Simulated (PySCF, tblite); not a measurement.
# C₄H₆O₂S: changes of charge, electronic excitations, EPR parameters, part 1 of 2

Wanted: changes of charge, electronic excitations, EPR parameters for C₄H₆O₂S (`O=S1(=O)C=CCC1`).

Computed with tblite 0.8.0 and PySCF 2.14.0 and routines of our own; the level stands in each step. Atoms count from 0.

## (1) The starting structure

13 atoms, charge 0, multiplicity 1; geometry from: start built from the parent or by distance geometry.

## (2) Geometry optimisation with GFN2-xTB

The job: settings as JSON, then the geometry in Å.

```
{"job": {"kind": "relax", "xc": "GFN2-xTB", "basis": "xTB"}, "charge": 0, "multiplicity": 1}
O     -1.847900    -0.781900    -1.266100
S     -1.427100    -0.110400    -0.073100
O     -2.307000     0.192800     1.034600
C     -0.490700     1.297300    -0.486800
C      0.823200     1.031600    -0.384600
C      1.204800    -0.358000     0.002000
C     -0.018300    -1.015600     0.599700
H     -0.951600     2.216000    -0.746400
H      1.583500     1.772300    -0.645900
H      2.023400    -0.345200     0.744300
H      1.555200    -0.909400    -0.878800
H     -0.042800    -0.912200     1.699100
H     -0.113400    -2.076300     0.366500
```

The run is started by

```bash
> OMP_NUM_THREADS=1 python redox_run.py task.json out
```

This one command runs all jobs of the session in turn.

The log of the run:

```text
step      E/eV     max force
  0    -624.41606    2.079
  1    -624.48359    1.591
  2    -624.52495    0.543
  3    -624.54676    0.412
  4    -624.56236    0.351
  5    -624.56762    0.332
  6    -624.57220    0.189
  7    -624.57537    0.172
  8    -624.57757    0.095
  9    -624.57840    0.052
 10    -624.57876    0.051
 11    -624.57895    0.042
 12    -624.57909    0.027
 13    -624.57918    0.025
 14    -624.57926    0.021
 15    -624.57933    0.020
 16    -624.57937    0.018
 17    -624.57940    0.014
 18    -624.57943    0.011
 19    -624.57945    0.013
 20    -624.57948    0.012
 21    -624.57949    0.009
```

It took 0.09 s on 1 thread of AMD EPYC 9R14, shared host.

Relaxation path:

```tsv
step	energy from step 0 (eV)	largest force (eV/Å)
0	0.0000	2.0794
1	-0.0675	1.5915
2	-0.1089	0.5435
3	-0.1307	0.4124
4	-0.1463	0.3506
5	-0.1516	0.3324
6	-0.1561	0.1888
7	-0.1593	0.1717
8	-0.1615	0.0954
9	-0.1623	0.0524
10	-0.1627	0.0511
11	-0.1629	0.0424
12	-0.1630	0.0267
13	-0.1631	0.0248
14	-0.1632	0.0215
15	-0.1633	0.0203
16	-0.1633	0.0177
17	-0.1633	0.0140
18	-0.1634	0.0108
19	-0.1634	0.0125
20	-0.1634	0.0118
21	-0.1634	0.0086
```

Close pairs (by a distance rule), those that changed most:

```tsv
bond	before (Å)	after (Å)	change (Å)
S1–C3	1.741	1.794	+0.054
C3–C4	1.344	1.315	-0.030
S1–C6	1.805	1.832	+0.027
C6–H11	1.105	1.085	-0.019
C5–H9	1.105	1.092	-0.013
C4–H8	1.093	1.080	-0.013
C4–C5	1.492	1.504	+0.012
S1–O2	1.447	1.436	-0.011
```

The next job starts from the end point, and lists it.

## (3) Harmonic vibrations with GFN2-xTB

The job: settings as JSON, then the geometry in Å.

```
{"job": {"kind": "ir", "xc": "GFN2-xTB", "basis": "xTB"}, "charge": 0, "multiplicity": 1}
O     -1.917463    -0.754625    -1.240746
S     -1.428808    -0.125936    -0.044825
O     -2.383215     0.157567     0.990317
C     -0.462693     1.322833    -0.477535
C      0.818669     1.038868    -0.399101
C      1.210152    -0.351958     0.018193
C      0.005800    -1.044401     0.628459
H     -0.932225     2.236904    -0.777587
H      1.611649     1.731962    -0.638869
H      2.049107    -0.310636     0.715486
H      1.551298    -0.886419    -0.872933
H     -0.044246    -0.923507     1.705796
H     -0.086802    -2.089678     0.357890
```

The log of the run:

```text
mode    cm-1     km/mol
  1      68.8      2.55
  2     189.1      0.88
  3     266.3      2.72
  4     373.5     25.81
  5     384.9     67.58
  6     429.8      7.17
  7     523.0     74.11
  8     613.6     53.91
  9     672.8     29.96
 10     718.1     57.06
 11     767.4     29.73
 12     815.1     96.29
 13     875.7      0.35
 14     933.2      3.57
 15     948.1      3.16
 16    1020.1      0.76
 17    1083.7      6.14
 18    1098.7     53.01
 19    1126.4    249.64
 20    1149.0     78.50
 21    1207.0      8.27
 22    1244.5     19.24
 23    1256.9    497.98
 24    1293.6      4.04
 25    1424.5      6.29
 26    1456.1     11.74
 27    1691.4     17.64
 28    2956.1      8.87
 29    2983.7     15.02
 30    3042.4      5.69
 31    3060.0      3.40
 32    3073.5     17.43
 33    3170.6      1.90
ZPE 250.724  H(298)-E 270.834  G(298)-E 170.083 kJ/mol  S 337.92 J/(mol K)
```

It took 0.3 s on 1 thread of AMD EPYC 9R14, shared host.

Which atoms move in the most intense modes:

```tsv
cm⁻¹	km/mol	atoms
385	67.6	O2 27 %, O0 22 %, S1 16 %, C3 13 %
523	74.1	S1 31 %, O2 19 %, O0 19 %
614	53.9	C4 35 %, S1 20 %, C5 14 %, C3 12 %
718	57.1	H7 33 %, C3 20 %, H8 18 %
815	96.3	H12 24 %, C6 21 %, S1 16 %
1126	249.6	O0 26 %, O2 25 %, S1 20 %
1149	78.5	C6 27 %, H12 19 %, H10 12 %
1257	498.0	S1 43 %, O2 29 %, O0 24 %
```

## (4) Geometry optimisation at PBE0-D3(BJ)/def2-SVP

Settings changed since step 3:

```diff
@@ -1,2 +1,2 @@
-{"job": {"kind": "ir", "xc": "GFN2-xTB", "basis": "xTB"}, "charge": 0, "multiplicity": 1}
+{"job": {"xc": "PBE0", "basis": "def2-SVP", "d3": "d3bj", "grid": 1, "kind": "geom"}, "charge": 0, "multiplicity": 1}
 O     -1.917463    -0.754625    -1.240746
```

The log of the run:

```text
step   0  E = -703.75649835  max force = 0.028028
step   1  E = -703.76020636  max force = 0.004875
step   2  E = -703.76033286  max force = 0.001084
step   3  E = -703.76033847  max force = 0.000255
optimisation converged
```

Run time: 19 s. Hardware: 1 thread of AMD EPYC 9R14, shared host; peak memory 0.53 GiB.

Along the way:

```tsv
step	energy from step 0 (eV)	largest force component (eV/Å)
0	0.0000	1.4413
1	-0.1009	0.2507
2	-0.1043	0.0557
3	-0.1045	0.0131
```

Close pairs (by a distance rule), those that changed most:

```tsv
bond	before (Å)	after (Å)	change (Å)
O0–S1	1.437	1.459	+0.023
S1–O2	1.436	1.458	+0.021
C3–H7	1.071	1.090	+0.020
S1–C3	1.794	1.776	-0.018
C3–C4	1.315	1.331	+0.017
S1–C6	1.832	1.818	-0.014
C6–H12	1.084	1.097	+0.014
C4–H8	1.080	1.094	+0.013
```

The final coordinates are the input of the step that follows.

```tsv
at the end point	value
point group (found at 0.08 Å tolerance)	C1
rotational constants (GHz, main isotopes)	4.022, 2.095, 1.960
dipole moment (D)	5.31
```

## (5) Harmonic vibrations (C4H6O2S): PBE0-D3(BJ)/def2-SVP

The job: settings as JSON, then the geometry in Å.

```
{"job": {"xc": "PBE0", "basis": "def2-SVP", "d3": "d3bj", "grid": 2, "kind": "hessian"}, "charge": 0, "multiplicity": 1}
O     -1.906306    -0.719193    -1.285150
S     -1.438643    -0.094159    -0.051968
O     -2.384981     0.230914     1.008002
C     -0.434144     1.312633    -0.459668
C      0.862859     1.020603    -0.388719
C      1.221648    -0.383127     0.025116
C     -0.028482    -1.029542     0.611594
H     -0.912641     2.240704    -0.774067
H      1.647222     1.737042    -0.648440
H      2.048807    -0.381176     0.751722
H      1.584264    -0.935743    -0.858531
H     -0.088306    -0.912446     1.701899
H     -0.181816    -2.080718     0.336952
```

The log of the run:

```text
coarse grid: 11864 points
cycle   1  E = -703.4214819543  dE =  1.655e+00  |g| = 1.117e+00  |ddm| = 4.178e+00
cycle   2  E = -702.6531032157  dE =  7.684e-01  |g| = 2.265e+00  |ddm| = 3.470e+00
cycle   3  E = -703.6581566588  dE = -1.005e+00  |g| = 1.981e-01  |ddm| = 2.550e+00
cycle   4  E = -703.6671395141  dE = -8.983e-03  |g| = 8.222e-02  |ddm| = 3.050e-01
cycle   5  E = -703.6688491894  dE = -1.710e-03  |g| = 1.291e-02  |ddm| = 8.609e-02
cycle   6  E = -703.6688763606  dE = -2.717e-05  |g| = 7.568e-03  |ddm| = 2.061e-02
cycle   7  E = -703.6688887979  dE = -1.244e-05  |g| = 1.888e-03  |ddm| = 8.948e-03
cycle   8  E = -703.6688895231  dE = -7.252e-07  |g| = 5.208e-04  |ddm| = 2.525e-03
final grid: 111232 points
cycle   9  E = -703.7603795513  dE = -1.591e-05  |g| = 1.001e-02  |ddm| = 3.043e-02
cycle  10  E = -703.7603456008  dE =  3.395e-05  |g| = 1.591e-02  |ddm| = 2.605e-02
cycle  11  E = -703.7604026705  dE = -5.707e-05  |g| = 2.157e-03  |ddm| = 1.683e-02
cycle  12  E = -703.7604036009  dE = -9.304e-07  |g| = 1.764e-04  |ddm| = 2.147e-03
cycle  13  E = -703.7604036058  dE = -4.871e-09  |g| = 1.188e-04  |ddm| = 3.293e-04
cycle  14  E = -703.7604036086  dE = -2.833e-09  |g| = 3.786e-05  |ddm| = 1.476e-04
cycle  15  E = -703.7604036089  dE = -2.779e-10  |g| = 1.014e-05  |ddm| = 4.883e-05
cycle  16  E = -703.7604036089  dE = -2.410e-11  |g| = 3.864e-06  |ddm| = 1.376e-05
converged SCF energy = -703.7604036089

mode    cm-1
  1      84.9
  2     218.9
  3     295.0
  4     386.5
  5     420.1
  6     454.4
  7     580.4
  8     645.8
  9     697.6
 10     713.2
 11     792.5
 12     887.8
 13     926.9
 14     946.2
 15     991.6
 16    1027.3
 17    1081.6
 18    1127.3
 19    1167.3
 20    1206.8
 21    1249.8
 22    1309.3
 23    1340.1
 24    1373.5
 25    1421.6
 26    1449.0
 27    1703.6
 28    3072.5
 29    3118.6
 30    3129.4
 31    3203.0
 32    3215.8
 33    3269.5
ZPE 260.234  H(298)-E 279.518  G(298)-E 180.231 kJ/mol  S 333.01 J/(mol K)
```

Wall time 3.1 min (1 thread of AMD EPYC 9R14, shared host); peak memory 1.9 GiB.

Zero-point energy 260.23 kJ/mol (xTB gave 250.72).

## (6) Single point (C4H6O2S): wB97X-D3(BJ)/ma-def2-TZVP

Geometry: PBE0-D3(BJ)/def2-SVP.

Settings changed since step 5:

```diff
@@ -1,2 +1,2 @@
-{"job": {"xc": "PBE0", "basis": "def2-SVP", "d3": "d3bj", "grid": 2, "kind": "hessian"}, "charge": 0, "multiplicity": 1}
+{"job": {"kind": "sp", "xc": "wB97X", "basis": "ma-def2-TZVP", "d3": "d3bj", "grid": 2}, "charge": 0, "multiplicity": 1}
 O     -1.906306    -0.719193    -1.285150
```

The log of the run:

```text
coarse grid: 11864 points
cycle   1  E = -704.6351185336  dE =  1.968e+00  |g| = 1.142e+00  |ddm| = 3.002e+00
cycle   2  E = -704.4345452083  dE =  2.006e-01  |g| = 1.636e+00  |ddm| = 2.104e+00
cycle   3  E = -704.8918530339  dE = -4.573e-01  |g| = 6.407e-02  |ddm| = 1.224e+00
cycle   4  E = -704.8928425957  dE = -9.896e-04  |g| = 3.490e-02  |ddm| = 1.446e-01
cycle   5  E = -704.8931400737  dE = -2.975e-04  |g| = 9.078e-03  |ddm| = 6.723e-02
cycle   6  E = -704.8931614820  dE = -2.141e-05  |g| = 3.485e-03  |ddm| = 2.700e-02
cycle   7  E = -704.8931646935  dE = -3.211e-06  |g| = 1.251e-03  |ddm| = 8.276e-03
final grid: 111232 points
cycle   8  E = -704.8903306850  dE = -4.472e-05  |g| = 5.511e-03  |ddm| = 6.398e-02
cycle   9  E = -704.8903301430  dE =  5.420e-07  |g| = 5.905e-03  |ddm| = 8.654e-03
cycle  10  E = -704.8903362947  dE = -6.152e-06  |g| = 7.977e-04  |ddm| = 4.482e-03
cycle  11  E = -704.8903363964  dE = -1.017e-07  |g| = 2.512e-04  |ddm| = 7.516e-04
cycle  12  E = -704.8903364109  dE = -1.454e-08  |g| = 7.363e-05  |ddm| = 3.850e-04
cycle  13  E = -704.8903364122  dE = -1.271e-09  |g| = 2.875e-05  |ddm| = 1.130e-04
converged SCF energy = -704.8903364122
```

Run time: 15 s. Hardware: 1 thread of AMD EPYC 9R14, shared host; peak memory 1.2 GiB.

## (7) Single point (C₄H₆O₂S+ (doublet)): wB97X-D3(BJ)/ma-def2-TZVP

Geometry: PBE0-D3(BJ)/def2-SVP, that of another charge or spin state.

Settings changed since step 6:

```diff
@@ -1,2 +1,2 @@
-{"job": {"kind": "sp", "xc": "wB97X", "basis": "ma-def2-TZVP", "d3": "d3bj", "grid": 2}, "charge": 0, "multiplicity": 1}
+{"job": {"kind": "sp", "xc": "wB97X", "basis": "ma-def2-TZVP", "d3": "d3bj", "grid": 2}, "charge": 1, "multiplicity": 2}
 O     -1.906306    -0.719193    -1.285150
```

The log of the run:

```text
final grid: 111232 points
cycle   1  E = -704.5063519164  dE = -2.137e-10  |g| = 9.450e-06  |ddm| = 2.267e-05
converged SCF energy = -704.5063519164
```

It took 1.9 min on 1 thread of AMD EPYC 9R14, shared host; peak memory 1.6 GiB.

## (8) Optimising the geometry with GFN2-xTB

This step treats C₄H₆O₂S+ (doublet), labelled `O=S1(=O)[CH][CH+]CC1` (the label fixes atoms and charge, not where charge and spin sit).

The job: settings as JSON, then the geometry in Å.

```
{"job": {"kind": "relax", "xc": "GFN2-xTB", "basis": "xTB"}, "charge": 1, "multiplicity": 2}
O     -1.890100    -0.725300    -1.290400
S     -1.449400    -0.085500    -0.075000
O     -2.367500     0.223300     1.011200
C     -0.436600     1.327300    -0.480300
C      0.859600     1.016800    -0.377400
C      1.210600    -0.384900     0.016300
C     -0.028100    -1.023700     0.600600
H     -0.901200     2.249700    -0.769000
H      1.656200     1.730200    -0.649700
H      2.039400    -0.383900     0.757000
H      1.577300    -0.939700    -0.865400
H     -0.096800    -0.919200     1.701800
H     -0.193000    -2.078400     0.353600
```

The log of the run:

```text
step      E/eV     max force
  0    -610.23292    1.935
  1    -610.33391    0.752
  2    -610.35152    0.437
  3    -610.36386    0.263
  4    -610.36846    0.211
  5    -610.37297    0.180
  6    -610.37655    0.160
  7    -610.37963    0.155
  8    -610.38264    0.155
  9    -610.38559    0.160
 10    -610.38766    0.105
 11    -610.38874    0.065
 12    -610.38930    0.060
 13    -610.38994    0.075
 14    -610.39077    0.097
 15    -610.39170    0.086
 16    -610.39263    0.082
 17    -610.39352    0.078
 18    -610.39430    0.070
 19    -610.39493    0.062
 20    -610.39553    0.071
 21    -610.39631    0.086
 22    -610.39744    0.120
 23    -610.39882    0.110
 24    -610.40009    0.104
 25    -610.40119    0.098
 26    -610.40249    0.117
 27    -610.40433    0.159
 28    -610.40635    0.141
 29    -610.40798    0.122
 30    -610.40903    0.103
 31    -610.40993    0.086
 32    -610.41105    0.111
 33    -610.41210    0.083
 34    -610.41284    0.090
 35    -610.41344    0.075
 36    -610.41400    0.066
 37    -610.41433    0.052
 38    -610.41445    0.023
 39    -610.41450    0.019
 40    -610.41453    0.019
 41    -610.41458    0.016
 42    -610.41462    0.012
 43    -610.41465    0.013
 44    -610.41467    0.011
 45    -610.41469    0.008
```

Wall time 0.2 s (1 thread of AMD EPYC 9R14, shared host).

Along the way: (not every step is listed)

```tsv
step	energy from step 0 (eV)	largest force (eV/Å)
0	0.0000	1.9354
1	-0.1010	0.7521
2	-0.1186	0.4372
3	-0.1309	0.2627
4	-0.1355	0.2114
5	-0.1400	0.1799
6	-0.1436	0.1601
7	-0.1467	0.1546
8	-0.1497	0.1548
11	-0.1558	0.0652
14	-0.1578	0.0965
17	-0.1606	0.0784
20	-0.1626	0.0709
23	-0.1659	0.1099
26	-0.1696	0.1170
29	-0.1751	0.1222
32	-0.1781	0.1112
35	-0.1805	0.0754
38	-0.1815	0.0230
40	-0.1816	0.0189
41	-0.1817	0.0160
42	-0.1817	0.0120
43	-0.1817	0.0128
44	-0.1817	0.0109
45	-0.1818	0.0083
```

Distances of close pairs at the start and the end, largest changes first:

```tsv
bond	before (Å)	after (Å)	change (Å)
S1–C3	1.785	1.850	+0.065
S1–C6	1.832	1.889	+0.057
S1–O2	1.455	1.418	-0.037
O0–S1	1.442	1.419	-0.024
C3–C4	1.337	1.314	-0.023
C6–H11	1.108	1.089	-0.020
C4–H8	1.103	1.087	-0.016
C4–C5	1.498	1.485	-0.013
```

The end geometry stands in the next job.

## (9) Infrared spectrum with GFN2-xTB

The job: settings as JSON, then the geometry in Å.

```
{"job": {"kind": "ir", "xc": "GFN2-xTB", "basis": "xTB"}, "charge": 1, "multiplicity": 2}
O     -1.721116    -0.782820    -1.366829
S     -1.453830    -0.129935    -0.135998
O     -2.480660     0.162759     0.797152
C     -0.404931     1.370145    -0.403059
C      0.856538     1.006815    -0.353515
C      1.169443    -0.411156    -0.044310
C      0.001281    -1.004374     0.692915
H     -0.900941     2.310305    -0.553426
H      1.660795     1.697659    -0.594583
H      2.084684    -0.516599     0.555949
H      1.378422    -0.935534    -0.985965
H     -0.095653    -0.678964     1.727168
H     -0.113327    -2.081537     0.597787
```

The log of the run:

```text
mode    cm-1     km/mol
  1     108.5      2.35
  2     191.7      0.20
  3     259.8     11.03
  4     269.6     19.09
  5     336.1     22.98
  6     381.9      7.38
  7     469.3     34.21
  8     496.5     59.51
  9     588.6     15.29
 10     650.8     22.65
 11     729.0     63.83
 12     764.0     24.60
 13     794.5     36.18
 14     865.3      0.73
 15     916.6     48.55
 16     974.5      6.76
 17    1022.5     14.41
 18    1030.0      2.14
 19    1077.6     47.64
 20    1118.5    140.84
 21    1122.3     22.71
 22    1157.7      9.80
 23    1270.7      9.61
 24    1280.1    255.90
 25    1349.4    144.12
 26    1381.8     19.74
 27    1626.7     21.38
 28    2892.7     53.96
 29    2931.9     50.89
 30    2988.4    125.11
 31    3001.3     21.94
 32    3030.3     18.66
 33    3131.2     86.35
ZPE 240.509  H(298)-E 261.800  G(298)-E 157.440 kJ/mol  S 350.03 J/(mol K)
```

It took 0.32 s on 1 thread of AMD EPYC 9R14, shared host.

Which atoms move in the most intense modes:

```tsv
cm⁻¹	km/mol	atoms
496	59.5	S1 30 %, C6 27 %, O0 11 %, O2 10 %
729	63.8	H7 57 %, C3 17 %, H8 10 %
1118	140.8	O0 39 %, O2 37 %, S1 21 %
1280	255.9	S1 43 %, O2 29 %, O0 28 %
1349	144.1	H10 46 %, H9 42 %
2893	54.0	H9 75 %, H10 17 %
2988	125.1	H8 91 %
3131	86.3	H7 91 %
```

## (10) Optimising the geometry at PBE0-D3(BJ)/def2-SVP

This step treats C₄H₆O₂S+ (doublet), labelled `O=S1(=O)[CH][CH+]CC1` (the label fixes atoms and charge, not where charge and spin sit).

Settings changed since step 9:

```diff
@@ -1,2 +1,2 @@
-{"job": {"kind": "ir", "xc": "GFN2-xTB", "basis": "xTB"}, "charge": 1, "multiplicity": 2}
+{"job": {"xc": "PBE0", "basis": "def2-SVP", "d3": "d3bj", "grid": 1, "kind": "geom"}, "charge": 1, "multiplicity": 2}
 O     -1.721116    -0.782820    -1.366829
```

The log of the run:

```text
step   0  E = -703.38772791  max force = 0.041222
step   1  E = -703.39610901  max force = 0.017034
step   2  E = -703.39865243  max force = 0.017186
step   3  E = -703.39883586  max force = 0.029094
step   4  E = -703.40161165  max force = 0.006284
step   5  E = -703.40271237  max force = 0.004278
step   6  E = -703.40344619  max force = 0.005053
step   7  E = -703.40385721  max force = 0.004830
step   8  E = -703.40493052  max force = 0.009994
step   9  E = -703.40196223  max force = 0.008282
step  10  E = -703.40514923  max force = 0.006979
step  11  E = -703.40514921  max force = 0.009724
step  12  E = -703.40569819  max force = 0.000775
step  13  E = -703.40573454  max force = 0.000468
step  14  E = -703.40573662  max force = 0.000684
step  15  E = -703.40573153  max force = 0.001023
step  16  E = -703.40574983  max force = 0.000469
step  17  E = -703.40575889  max force = 0.000250
optimisation converged
```

It took 2.5 min on 1 thread of AMD EPYC 9R14, shared host; peak memory 0.61 GiB.

The steps of the relaxation: (the energy doesn't fall at every step)

```tsv
step	energy from step 0 (eV)	largest force component (eV/Å)
0	0.0000	2.1197
1	-0.2281	0.8759
2	-0.2973	0.8837
3	-0.3023	1.4961
4	-0.3778	0.3231
5	-0.4077	0.2200
6	-0.4277	0.2598
7	-0.4389	0.2484
8	-0.4681	0.5139
9	-0.3873	0.4259
10	-0.4741	0.3589
11	-0.4741	0.5000
12	-0.4890	0.0399
13	-0.4900	0.0241
14	-0.4900	0.0352
15	-0.4899	0.0526
16	-0.4904	0.0241
17	-0.4906	0.0129
```

Distances of close pairs at the start and the end, largest changes first:

```tsv
bond	before (Å)	after (Å)	change (Å)
S1–O2	1.418	1.530	+0.112
S1–C6	1.889	1.789	-0.100
S1–C3	1.850	1.757	-0.093
C3–C4	1.314	1.365	+0.052
C5–C6	1.503	1.531	+0.028
C3–H7	1.074	1.094	+0.020
O0–S1	1.419	1.433	+0.015
C6–H12	1.087	1.101	+0.014
```

The final coordinates are the input of the step that follows.

```tsv
at the end point	value
point group (found at 0.08 Å tolerance)	C1
rotational constants (GHz, main isotopes)	4.095, 2.193, 1.951
⟨S²⟩	0.765
```

## (11) Harmonic vibrations (C4H6O2S+ (doublet), O=S1(=O)[CH][CH+]CC1): PBE0-D3(BJ)/def2-SVP

The job: settings as JSON, then the geometry in Å.

```
{"job": {"xc": "PBE0", "basis": "def2-SVP", "d3": "d3bj", "grid": 2, "kind": "hessian"}, "charge": 1, "multiplicity": 2}
O     -1.956057    -0.903139    -1.644637
S     -1.272176    -0.289774    -0.544297
O     -2.062862     0.321511     0.613675
C     -0.407760     1.232026    -0.693900
C      0.763550     1.141026     0.001679
C      1.057797    -0.152944     0.670664
C      0.084050    -1.219269     0.161341
H     -0.881651     2.088162    -1.182880
H      1.463970     1.982643     0.057430
H      0.948402     0.002942     1.762520
H      2.110863    -0.441350     0.520396
H     -0.334801    -1.882629     0.932346
H      0.490787    -1.827024    -0.662335
```

The log of the run:

```text
coarse grid: 11864 points
cycle   1  E = -702.9943081014  dE =  2.036e+00  |g| = 8.309e-01  |ddm| = 2.920e+00
cycle   2  E = -699.9615677569  dE =  3.033e+00  |g| = 2.587e+00  |ddm| = 3.269e+00
cycle   3  E = -703.2388685213  dE = -3.277e+00  |g| = 3.371e-01  |ddm| = 2.643e+00
cycle   4  E = -703.2596929745  dE = -2.082e-02  |g| = 3.347e-01  |ddm| = 6.736e-01
cycle   5  E = -703.3051364003  dE = -4.544e-02  |g| = 1.169e-01  |ddm| = 3.183e-01
cycle   6  E = -703.3105383465  dE = -5.402e-03  |g| = 6.908e-02  |ddm| = 1.339e-01
cycle   7  E = -703.3131083132  dE = -2.570e-03  |g| = 3.003e-02  |ddm| = 8.944e-02
cycle   8  E = -703.3136783047  dE = -5.700e-04  |g| = 1.641e-02  |ddm| = 4.510e-02
cycle   9  E = -703.3139321504  dE = -2.538e-04  |g| = 4.043e-03  |ddm| = 4.298e-02
cycle  10  E = -703.3139556892  dE = -2.354e-05  |g| = 2.193e-03  |ddm| = 1.221e-02
cycle  11  E = -703.3139647268  dE = -9.038e-06  |g| = 9.235e-04  |ddm| = 7.160e-03
final grid: 111232 points
cycle  12  E = -703.4056606809  dE = -1.596e-05  |g| = 7.693e-03  |ddm| = 2.196e-02
cycle  13  E = -703.4055723918  dE =  8.829e-05  |g| = 1.588e-02  |ddm| = 2.251e-02
cycle  14  E = -703.4056920706  dE = -1.197e-04  |g| = 2.361e-03  |ddm| = 1.588e-02
cycle  15  E = -703.4056950265  dE = -2.956e-06  |g| = 9.043e-04  |ddm| = 2.792e-03
cycle  16  E = -703.4056958187  dE = -7.922e-07  |g| = 5.544e-04  |ddm| = 1.390e-03
cycle  17  E = -703.4056969053  dE = -1.087e-06  |g| = 3.864e-04  |ddm| = 2.606e-03
cycle  18  E = -703.4056975689  dE = -6.636e-07  |g| = 1.921e-04  |ddm| = 2.952e-03
cycle  19  E = -703.4056976737  dE = -1.049e-07  |g| = 1.053e-04  |ddm| = 1.099e-03
cycle  20  E = -703.4056976980  dE = -2.424e-08  |g| = 6.492e-05  |ddm| = 5.061e-04
cycle  21  E = -703.4056977045  dE = -6.587e-09  |g| = 1.976e-05  |ddm| = 2.509e-04
cycle  22  E = -703.4056977053  dE = -7.769e-10  |g| = 6.724e-06  |ddm| = 1.133e-04
cycle  23  E = -703.4056977053  dE = -2.638e-11  |g| = 2.417e-06  |ddm| = 1.465e-05
converged SCF energy = -703.4056977053

mode    cm-1
  1     115.8
  2     201.3
  3     267.2
  4     337.6
  5     382.2
  6     409.3
  7     531.6
  8     647.0
  9     675.7
 10     717.0
 11     785.6
 12     841.0
 13     900.9
 14     910.9
 15     929.1
 16     997.1
 17    1024.0
 18    1089.4
 19    1121.8
 20    1201.3
 21    1248.3
 22    1279.7
 23    1345.6
 24    1378.3
 25    1392.1
 26    1417.3
 27    1548.8
 28    3041.0
 29    3105.4
 30    3126.0
 31    3186.1
 32    3212.5
 33    3255.7
ZPE 254.939  H(298)-E 274.826  G(298)-E 172.869 kJ/mol  S 341.96 J/(mol K)
```

Wall time 6.2 min (1 thread of AMD EPYC 9R14, shared host); peak memory 2.1 GiB.

Zero-point energy 254.94 kJ/mol (xTB gave 240.51).

(Continued in part 2 of 2.)
